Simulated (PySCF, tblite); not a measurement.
# C₆H₆N−: geometry, infrared bands and NMR shifts

Wanted: the infrared bands and NMR shifts of C₆H₆N− (`C=Cc1cc[n-]c1`), by calculation.

The runs use tblite 0.8.0 and PySCF 2.14.0, with density-fitted response routines of our own; the level of theory stands in each step. All values are computed, except where a source is named. Atoms count from 0, in the outputs and in this text.

### 1 The starting structure

13 atoms, charge -1, multiplicity 1; geometry from: force field or distance geometry start.

Bonds of the start (Å): C0–C1 1.34, C1–C2 1.54, C2–C3 1.40, C3–C4 1.38, C4–N5 1.33, N5–C6 1.34, C6–C2 1.38, C0–H7 1.08, C0–H8 1.08, C1–H9 1.10, C3–H10 1.07, C4–H11 1.09, C6–H12 1.09.

### 2 Optimising the geometry with GFN2-xTB

Job settings and geometry (Å):

```
{"job": {"kind": "relax", "xc": "GFN2-xTB", "basis": "xTB"}, "charge": -1, "multiplicity": 1}
C      2.328600     0.487200     0.170300
C      1.398300    -0.456900     0.368800
C     -0.122600    -0.288100     0.164800
C     -0.823200     0.845400    -0.277300
C     -2.152000     0.480100    -0.287000
N     -2.320200    -0.785400     0.089600
C     -1.092800    -1.247700     0.365000
H      3.376300     0.294800     0.349300
H      2.042900     1.474800    -0.172200
H      1.702900    -1.445600     0.728300
H     -0.417800     1.798800    -0.534700
H     -2.988300     1.107800    -0.580600
H     -0.936500    -2.264800     0.719500
```

Started as:

```sh
OMP_NUM_THREADS=1 python probes_run.py task.json out
```

One launch serves the whole session: the jobs run in the order shown.

**Question.** This job is followed by: GFN2-xTB harmonic vibrations, gas phase; GIAO PBE0/pcSseg-1 NMR shielding, non-relativistic, gas phase. What will the session give for the following? strongest single infrared mode (GFN2-xTB); zero-point energy (GFN2-xTB); 13C shifts against TMS (PBE0/pcSseg-1); 1H shifts against TMS (PBE0/pcSseg-1); 15N shifts against NH3 (PBE0/pcSseg-1).

The runs gave:

| quantity | value |
| --- | --- |
| strongest single infrared mode (GFN2-xTB) | 2992 cm⁻¹, 303 km/mol |
| zero-point energy (GFN2-xTB) | 62.1 kcal/mol |
| 13C shifts against TMS (PBE0/pcSseg-1) | 143.3, 138.1, 133.0, 123.2, 100.8, 85.6 ppm |
| 1H shifts against TMS (PBE0/pcSseg-1) | 6.65, 6.61, 6.57, 6.27, 4.49, 3.57 ppm |
| 15N shifts against NH3 (PBE0/pcSseg-1) | 303.8 ppm |

The optimisation took 30 steps and gained 0.252 eV; among the close pairs (by a distance rule), C1–C2 changed most, from 1.544 to 1.424 Å. All 33 modes are real, so the xTB geometry is a minimum. The strongest single mode, at 2992 cm⁻¹, moves mainly H11. GFN2-xTB is a fitted tight-binding method: band positions and strengths are rough. Its intensities can rank the bands wrongly. At PBE0/pcSseg-1: The widest tensor belongs to N5: span 488 ppm, with a paramagnetic part of -373 ppm. NICS(1)zz of -28 ppm above the planar ring from C2 marks a diatropic (aromatic) ring current.
